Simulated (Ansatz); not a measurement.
**SnNH4F (SMILES [NH2][SnH2][F]) at BLYP/def2-SVP (core potential)**

What is the vertical singlet–triplet gap of SnNH4F at BLYP/def2-SVP (core potential)? 

The results are computed with Ansatz 0.2.0.

59 further runs of the same task are left out: 1 that didn't finish, 58 set aside as unsound or not needed.

## Step 1: The structure to begin with

The species is SnNH4F (7 atoms), meant as a singlet with charge 0. SMILES: `[NH2][SnH2][F]`. Geometry: relaxed at PBE0-D4/def2-TZVP. This is one conformer, not always the lowest.

Bond lengths: N1–Sn2 1.995 Å, Sn2–F3 1.926 Å, N1–H4 1.008 Å, N1–H5 1.008 Å, Sn2–H6 1.699 Å, Sn2–H7 1.699 Å. Angles: N1–Sn2–F3 105.2°, N1–Sn2–H6 111.6°, N1–Sn2–H7 111.8°, F3–Sn2–H6 103.8°, F3–Sn2–H7 103.8°, Sn2–N1–H4 117.7°, Sn2–N1–H5 117.8°, H6–Sn2–H7 119.0°, H4–N1–H5 110.3°.

## Step 2: The energy at BLYP/def2-SVP (core potential)

Contents of run.yaml:

```yaml
basis:
  gaussian: {orbitals: def2-SVP}
crystal:
  periodic: [false, false, false]
  atoms:
    - {symbol: N, position_ang: [-0.824600, 0.088300, -0.943000]}
    - {symbol: Sn, position_ang: [0.497700, -0.065100, 0.542900]}
    - {symbol: F, position_ang: [0.233900, -1.827500, 1.272400]}
    - {symbol: H, position_ang: [-1.584200, 0.741400, -0.829600]}
    - {symbol: H, position_ang: [-0.469500, 0.125500, -1.885700]}
    - {symbol: H, position_ang: [0.113100, 0.971100, 1.833800]}
    - {symbol: H, position_ang: [2.094900, -0.101800, -0.036600]}
hamiltonian: {xc: {name: BLYP}}
accuracy: high
output: {orbitals: {seedname: orbitals}}
```

The run is started by

```sh
ansatz run run.yaml --threads 1 --pin off --max-ram 3480MiB --events-out events.jsonl --progress --plain --runs-dir runs
```

The program printed:

```text
Warning: RAYON_NUM_THREADS=1 ignored (pool sized by the plan → 1); use --threads N
Functional definition: BLYP
  name "BLYP"
  parameter beta = 0.0042
  parameter a = 0.04918
  parameter b = 0.132
  parameter c = 0.2533
  parameter d = 0.349
  exchange = b88_x(beta = beta)
  correlation = lyp_c(a = a, b = b, c = c, d = d)
1764 factors; integrals over basis functions are off by at most 2.9e-9 eV
mean field evaluation 1: about -10086.3537 eV, gradient 7.6e1 eV
mean field evaluation 2: about -10009.0480 eV, gradient 1.8e2 eV
mean field evaluation 4: about -10097.4717 eV, gradient 1.1e1 eV
mean field evaluation 8: about -10097.7355 eV, gradient 7.4e-1 eV
mean field evaluation 16: about -10097.7370 eV, gradient 2.7e-5 eV
mean field -10097.73697637 eV, -371.0849893896 hartree, gradient 2.8e-8 eV, S^2 0.000000; 0 other end points of the search recorded, 0 dependent functions left out
reference -10097.73702972 eV, -371.0849913501 hartree; 21, 21 occupied and 53, 53 virtual orbitals, 1764 factors
Total energy: -10097.73702972 eV, -371.0849913501 hartree
```

Wall time 4.2 s (1 thread of Intel Xeon Platinum 8488C (Sapphire Rapids), shared host); peak memory 0.21 GiB.

## Step 3: The triplet at the same level

Contents of run.yaml:

```yaml
crystal:
  periodic: [false, false, false]
  atoms:
    - symbol: "N"
      position_ang: [-0.824600, 0.088300, -0.943000]
    - symbol: Sn
      position_ang: [0.497700, -0.065100, 0.542900]
    - symbol: F
      position_ang: [0.233900, -1.827500, 1.272400]
    - symbol: H
      position_ang: [-1.584200, 0.741400, -0.829600]
    - symbol: H
      position_ang: [-0.469500, 0.125500, -1.885700]
    - symbol: H
      position_ang: [0.113100, 0.971100, 1.833800]
    - symbol: H
      position_ang: [2.094900, -0.101800, -0.036600]
basis:
  gaussian: {orbitals: def2-SVP}
total_charge: 0
magnetization: {spin_polarized: true, initial_magnetization: 2}
hamiltonian: {xc: {name: BLYP}}
accuracy: high
output: {orbitals: {seedname: orbitals}}
```

The run is started by

```sh
ansatz run run.yaml --threads 1 --pin off --max-ram 3480MiB --events-out events.jsonl --progress --plain --runs-dir runs
```

The program printed, cut to the lines that bear on the results:

```text
Warning: RAYON_NUM_THREADS=1 ignored (pool sized by the plan → 1); use --threads N
[... 9 set-up lines as earlier in the session ...]
1764 factors; integrals over basis functions are off by at most 2.9e-9 eV
mean field evaluation 1: about -10078.1053 eV, gradient 5.6e1 eV
mean field evaluation 2: about -9974.1246 eV, gradient 1.3e2 eV
mean field evaluation 4: about -10081.3780 eV, gradient 3.7e1 eV
mean field evaluation 8: about -10092.3332 eV, gradient 3.5e0 eV
mean field evaluation 16: about -10092.4376 eV, gradient 2.1e-2 eV
mean field evaluation 32: about -10092.4376 eV, gradient 4.4e-8 eV
mean field evaluation 64: about -10089.3474 eV, gradient 4.3e0 eV
mean field -10092.43757257 eV, -370.8902398920 hartree, gradient 4.4e-8 eV, S^2 2.002938; 8 other end points of the search recorded, 0 dependent functions left out
reference -10092.43762750 eV, -370.8902419107 hartree; 22, 20 occupied and 52, 54 virtual orbitals, 1764 factors
Total energy: -10092.43762750 eV, -370.8902419107 hartree
```

It took 14 s on 1 thread of Intel Xeon Platinum 8488C (Sapphire Rapids), shared host; peak memory 0.26 GiB.

## Step 4: Summary of results

At BLYP/def2-SVP (core potential):

```
                                        quantity          value
                           singlet: total energy  -371.08499 Eh
                            singlet: HOMO energy       -5.75 eV
                            singlet: LUMO energy       -0.70 eV
                          singlet: HOMO–LUMO gap        5.06 eV
                           triplet: total energy  -370.89024 Eh
     triplet: HOMO energy (highest over α and β)       -1.54 eV
                                   triplet: ⟨S²⟩          2.003
vertical energy of the triplet above the singlet       5.299 eV
```

What this shows: At this shape the triplet lies 5.30 eV (511 kJ/mol) above the singlet.
